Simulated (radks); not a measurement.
**Ionising erbium step by step, Er to Er²²⁺**

The task here is to estimate one member of a computed series from the others.

Method: Dirac Kohn-Sham, LB94 model potential, spin-unpolarised, spherical densities, finite nucleus; open shells fill j = l - 1/2 first. Code: radks (a radial shooting solver on a logarithmic mesh, Libxc functionals) version 1.

## The atom as given

* element: erbium (Z = 68)
* charges: 0 to 22
* first configuration: [Xe] 4f12 6s2
* last configuration: [Kr] 4d10

LB94 adds a gradient term to the LDA potential that gives it a −1/r tail. It is a model potential with no energy functional, so Etot and Exc are not given.

The first run:

Input:

```text
Z 68
configuration [Xe] 4f12 6s2
relativity Dirac
functional lda,pw
model_potential LB94
spin unpolarised
j_filling energy
nucleus finite rms 5.2516 fm
c 137.035999084
```

Steps of the session up to this table: Er, [Xe] 4f12 6s2.

One table of the session follows, with a row left open; its other results are not shown here.

It belongs to the step «Er, [Xe] 4f12 6s2». Radial moments (bohr):

```
level     <r>  outermost maximum (interpolated)  90 % within  nodes
4d3/2  0.5781                             0.508        0.870      1
4d5/2  0.5895                             0.517        0.887      1
5s1/2   1.249                              1.11         1.81      4
5p1/2   1.410                              1.21         2.08      3
5p3/2   1.523                              1.30         2.25      3
4f5/2  0.7986                             0.508         1.39      0
4f7/2  0.8173                             0.514         1.43      0
6s1/2       ?                                 ?            ?      ?
```

Q: Estimate the row for 6s1/2 from the others.

The run gave: <r>: 3.721; outermost maximum (interpolated): 3.10; 90 % within: 5.56; nodes: 5. In the column «<r>» it is the highest.

To keep in mind: Spin polarisation and multiplet splitting are left out.
